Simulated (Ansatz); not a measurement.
# CH₆NPSi: basis-set convergence

An exercise on one series of results from a longer session: the logs are not shown, and one member is left open.

Program: Ansatz 0.2.0, Gaussian basis. Level of theory: one geometry, several basis sets. These are calculated values, not measurements.

Levels to be run: PBE0-D4/def2-SVP; ωB97M-V/def2-SVP; PBE0-D4/def2-QZVPP; ωB97M-V/def2-QZVPP; the functionals' def2-TZVPP values are taken from earlier runs.

### The geometry

An earlier PBE0-D4 in a triple-zeta def2 set relaxation fixed the geometry.

10 atoms, charge 0, spin multiplicity 1.

Atoms are counted from 1 here; the program's logs count them from 0.

Bond lengths: C1–N2 1.466 Å, C1–Si4 1.900 Å, C1–H5 1.094 Å, C1–H6 1.100 Å, N2–P3 1.737 Å, N2–H7 1.012 Å, P3–Si4 2.263 Å, P3–H8 1.446 Å, Si4–H9 1.486 Å, Si4–H10 1.487 Å. Angles: N2–C1–Si4 91.6°, N2–C1–H5 113.0°, N2–C1–H6 113.5°, Si4–C1–H5 118.7°, Si4–C1–H6 110.6°, H5–C1–H6 108.8°, C1–N2–P3 108.8°, C1–N2–H7 117.6°, P3–N2–H7 119.0°, N2–P3–Si4 73.5°, N2–P3–H8 101.5°, Si4–P3–H8 89.9°, C1–Si4–P3 77.1°, C1–Si4–H9 113.6°, C1–Si4–H10 118.5°, P3–Si4–H9 114.1°, P3–Si4–H10 120.8°, H9–Si4–H10 109.6°.

Set-up of the first run:

File in.yaml:

```yaml
crystal:
  periodic: [false, false, false]
  atoms:
    - {symbol: C, position_ang: [-0.518867, 0.753665, -0.280266]}
    - {symbol: N, position_ang: [0.388714, 0.867215, 0.865229]}
    - {symbol: P, position_ang: [0.973882, -0.715978, 1.275863]}
    - {symbol: Si, position_ang: [0.382274, -0.797308, -0.907383]}
    - {symbol: H, position_ang: [-0.525930, 1.647348, -0.910694]}
    - {symbol: H, position_ang: [-1.554234, 0.512422, 0.003585]}
    - {symbol: H, position_ang: [0.126517, 1.500544, 1.609101]}
    - {symbol: H, position_ang: [-0.253054, -1.393608, 1.631476]}
    - {symbol: H, position_ang: [1.493120, -0.499886, -1.848109]}
    - {symbol: H, position_ang: [-0.429222, -1.925515, -1.435801]}
basis:
  gaussian: {orbitals: def2-SVP}
hamiltonian: {xc: pbe0, dispersion: d4}
output: {orbitals: {seedname: orbitals}}
```

Launch:

```bash
ansatz run in.yaml --threads 2 --pin off --events-out ev --progress --plain --max-ram 4352MiB
```

Steps of the session up to this table: PBE0-D4 in def2-SVP; ωB97M-V in def2-SVP; PBE0-D4 in def2-QZVPP; ωB97M-V in def2-QZVPP.

One of the session's tables, all rows but one given; the rest of the session is left out.

It belongs to the step «Density functionals: the series». 

| functional | basis | HOMO (eV) | LUMO (eV) |
| --- | --- | --- | --- |
| PBE0-D4 | def2-SVP | -6.53 | 0.01 |
| PBE0-D4 | def2-TZVPP | -6.68 | -0.35 |
| PBE0-D4 | def2-QZVPP | ? | ? |
| ωB97M-V | def2-SVP | -8.72 | 1.96 |
| ωB97M-V | def2-TZVPP | -8.87 | 1.40 |
| ωB97M-V | def2-QZVPP | -8.90 | 1.09 |

Estimate the missing values for PBE0-D4, def2-QZVPP.

The run gave: HOMO (eV): -6.71; LUMO (eV): -0.47. In the column «HOMO (eV)» it lies between ωB97M-V, def2-SVP (-8.72) and PBE0-D4, def2-TZVPP (-6.68).
